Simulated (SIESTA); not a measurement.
HfMo:

```
Hf Mo
1.0
     1.67120   -2.47247    0.00000
     1.67120    2.47247    0.00000
     0.00000    0.00000    4.44701
Hf Mo
1 1
Direct
  0.00000 0.00000 0.00000
  0.50000 0.50000 0.50000
```

The cell comes from a database or a generator and needn't be the stable form of this composition.

Base run:

| Quantity | Value |
| --- | --- |
| Program | SIESTA 5.4.2 |
| Functional | VV10 |
| Potentials or basis | PseudoDojo 0.4 standard (PBE files) |
| Basis | DZP (energy shift 0.003 Ry; two zetas on semicore shells) |
| Grid cutoff | 800 Ry |
| Energy shift | 0.003 Ry |
| k mesh | 10 × 10 × 6 |
| Occupations | fermi-dirac, width 0.05 eV |
| Spin | no spin polarisation |

Its results: band gap on the k mesh none (metal or under the smearing width); pressure 3.5 GPa.

Question: After a change of settings the same cell gave: band gap on the k mesh none (metal or under the smearing width); pressure 0.1 GPa. Which change was it?
A. functional from VV10 to vdW-DF2
B. functional from VV10 to optB88-vdW
C. functional from VV10 to vdW-DF
D. functional from VV10 to vdW-DF-cx

Answer: B.

Caveats: short orbitals over semicore shells can move pressures by several GPa; the potentials were made for another functional, which shifts forces and pressure; the basis of atomic orbitals isn't converged, which shifts pressures, moduli and gaps; the non-local part is tabulated coarsely and may be off by about a percent (some runs).

Runs at the PBE level aren't shown here.
